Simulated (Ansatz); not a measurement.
Predict the output of the script below (Ansatz 0.2.0, Python API).

Contents of `znni.extxyz`:
```text
2
Lattice="2.9083 0.0 0.0 0.0 2.9083 0.0 0.0 0.0 2.9083" Properties=species:S:1:pos:R:3:initial_magmoms:R:1 pbc="T T T"
Zn    1.45415000    1.45415000    1.45415000  0.00
Ni    0.00000000    0.00000000    0.00000000  1.50
```

The script, `fold.py`:
```python
"""Band folding check for ZnNi."""

import ansatz as az

xtal = az.Crystal.from_extxyz("znni.extxyz")

# the mesh shrinks as the cell grows, so that all cells sample the same points
mesh = (8, 8, 8)
rows = []
for repeats in [(1, 1, 1), (1, 1, 2)]:
    model = (
        xtal.supercell(*repeats).calculation()
        .functional("lda")
        .occupations("Marzari-Vanderbilt", width=10 * az.meV)
        .spin(az.SpinTreatment.COLLINEAR)
        .kpoints(*(k // n for k, n in zip(mesh, repeats)))
    )
    summary = model.run(threads=1).report
    n = len(summary["lattice"]["sites"])
    rows.append((repeats, n, summary["free_energy_ev"] / n, summary["fermi_energy_ev"], summary["n_kpoints"], summary["n_symmetry_ops"]))
print("       repeats           atoms       F/atom eV  Fermi level eV        k-points  symmetry operations")
for row in rows:
    print(f"{str(row[0]):>14s}  {row[1]:14d}  {row[2]:14.5f}  {row[3]:14.4f}  {row[4]:14d}  {row[5]:19d}")
```

```console
$ python fold.py
DeckWarning: basis.ecutwfc = 420 eV, auto-derived from the records' recommended cutoffs: set by Zn (normal level)
RunWarning: the starting moments were not kept: the SCF closed with an absolute magnetisation of 8.2e-2 μB, where they sum to 1.5 μB in size (1 site). That is at most 0.1 of that sum. The system's moment may be that small; this SCF shows only that its start led to no larger one. To try another start: change the starting moments (crystal.atoms[].spin, magnetization.per_species, magnetization.initial_magnetization, or on a non-collinear deck that types none of these the spinor_matrix: blocks that [...]
       repeats           atoms       F/atom eV  Fermi level eV        k-points  symmetry operations
     (1, 1, 1)               2     -4510.03106         14.2213              35                   48
     (1, 1, 2)               4     -4510.03106         14.2213              45                   32
```
(Warnings from the package without file and line, shortened, repeats left out.)

Notes:
- These settings explore the input space; cutoff and mesh may be short of convergence.
- The SCF didn't keep the moments it started from (some shrank, vanished or turned); what is printed is the state reached.
- For a metal this k-point mesh is coarse: on a finer one energies can move by several to tens of meV an atom and pressures by half a GPa or more, differences at one mesh by less.
- The starting cell is as deposited in a crystallographic database; the results hold for this polymorph, which needn't be the stable one.
- The count of operations in a supercell holds its pure translations too, and an uneven repeat can lower the point group.
- The whole script took 23 s on 1 thread of Arm Neoverse V1, on a shared host, peak memory 0.49 GiB.

(Lines on the test bed's own set-up are left out of the output.)
